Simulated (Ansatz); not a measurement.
# C2H6GeO: a ladder of functionals and wavefunction methods

An exercise on one series of results from a longer session: the logs are not shown, and one member is left open.

The runs use Ansatz 0.2.0, Gaussian basis; functionals in def2-TZVPP, the program's frozen cores in correlated methods.

The runs, in order: LDA (SPW92), PBE-D4, revPBE-D4, BLYP-D4, r2SCAN-D4, B97M-V, PBE0-D4, B3LYP-D4, r2SCANh-D4, r2SCAN0-D4, HSE06-D4, BHLYP-D4, CAM-B3LYP-D4, LC-ωPBE, ωB97X-V, ωB97M-V, B2PLYP, PBE-QIDH; CCSD(T)/def2-SVP; CCSD(T)/def2-TZVPP; MP2/def2-QZVPP; extrapolation to the limit; RPA on PBE.

**The relaxed structure**

An earlier PBE0-D4 in a triple-zeta def2 set relaxation fixed the geometry.

SMILES `C=C[O][GeH3]`, 10 atoms, charge 0, spin multiplicity 1.

Atoms are counted from 1 here; the program's logs count them from 0.

Bond lengths: C1–C2 1.326 Å, C1–H5 1.081 Å, C1–H6 1.083 Å, C2–O3 1.350 Å, C2–H7 1.092 Å, O3–Ge4 1.792 Å, Ge4–H8 1.537 Å, Ge4–H9 1.538 Å, Ge4–H10 1.529 Å. Angles: C2–C1–H5 119.6°, C2–C1–H6 121.4°, H5–C1–H6 119.0°, C1–C2–O3 123.1°, C1–C2–H7 120.7°, O3–C2–H7 116.1°, C2–O3–Ge4 120.4°, O3–Ge4–H8 108.7°, O3–Ge4–H9 107.7°, O3–Ge4–H10 104.2°, H8–Ge4–H9 110.8°, H8–Ge4–H10 112.3°, H9–Ge4–H10 112.9°.

The first run:

File in.yaml:

```yaml
crystal:
  periodic: [false, false, false]
  atoms:
    - {symbol: C, position_ang: [1.885160, 0.223070, 0.964223]}
    - {symbol: C, position_ang: [0.623767, 0.309537, 0.564734]}
    - {symbol: O, position_ang: [0.221406, -0.016378, -0.682100]}
    - {symbol: Ge, position_ang: [-1.506718, -0.349897, -1.019549]}
    - {symbol: H, position_ang: [2.151409, 0.532007, 1.965352]}
    - {symbol: H, position_ang: [2.661948, -0.141423, 0.303670]}
    - {symbol: H, position_ang: [-0.150883, 0.681402, 1.238564]}
    - {symbol: H, position_ang: [-1.845341, -1.758499, -0.506632]}
    - {symbol: H, position_ang: [-2.339317, 0.714320, -0.284407]}
    - {symbol: H, position_ang: [-1.618333, -0.245138, -2.540857]}
basis:
  gaussian: {orbitals: def2-TZVPP}
hamiltonian: {xc: lda}
output: {orbitals: {seedname: orbitals}}
```

Command:

```sh
ansatz run in.yaml --threads 2 --pin off --events-out ev --progress --plain --max-ram 32768MiB --backend cpu
```

Steps of the session up to this table: LDA; PBE-D4 (GGA); revPBE-D4 (GGA); BLYP-D4 (GGA); r2SCAN-D4 (meta-GGA); B97M-V (meta-GGA); B3LYP-D4 (hybrid); r2SCANh-D4 (hybrid); r2SCAN0-D4 (hybrid); HSE06-D4 (hybrid); BHLYP-D4 (hybrid); CAM-B3LYP-D4 (range-separated); LC-ωPBE (range-separated); ωB97X-V (range-separated); ωB97M-V (range-separated); B2PLYP (double hybrid); PBE-QIDH (double hybrid).

One table of the session follows, with a row left open; its other results are not shown here.

It belongs to the step «Orbital energies across the functionals». 

| functional | HOMO (eV) | gap (eV) |
| --- | --- | --- |
| LDA (SPW92) | ? | ? |
| PBE-D4 | -5.44 | 4.61 |
| revPBE-D4 | -5.37 | 4.67 |
| BLYP-D4 | -5.30 | 4.57 |
| r2SCAN-D4 | -5.64 | 5.17 |
| B97M-V | -5.70 | 5.06 |
| PBE0-D4 | -6.61 | 6.67 |
| B3LYP-D4 | -6.39 | 6.21 |
| r2SCANh-D4 | -6.08 | 5.91 |
| r2SCAN0-D4 | -6.75 | 7.03 |
| HSE06-D4 | -6.20 | 5.89 |
| BHLYP-D4 | -7.64 | 8.59 |
| CAM-B3LYP-D4 | -7.94 | 9.01 |
| LC-ωPBE | -9.29 | 11.61 |
| ωB97X-V | -8.93 | 11.06 |
| ωB97M-V | -8.85 | 10.74 |

Estimate the missing values for LDA (SPW92).

The run gave: HOMO (eV): -5.62; gap (eV): 4.50. In the column «HOMO (eV)» it lies between r2SCAN-D4 (-5.64) and PBE-D4 (-5.44).
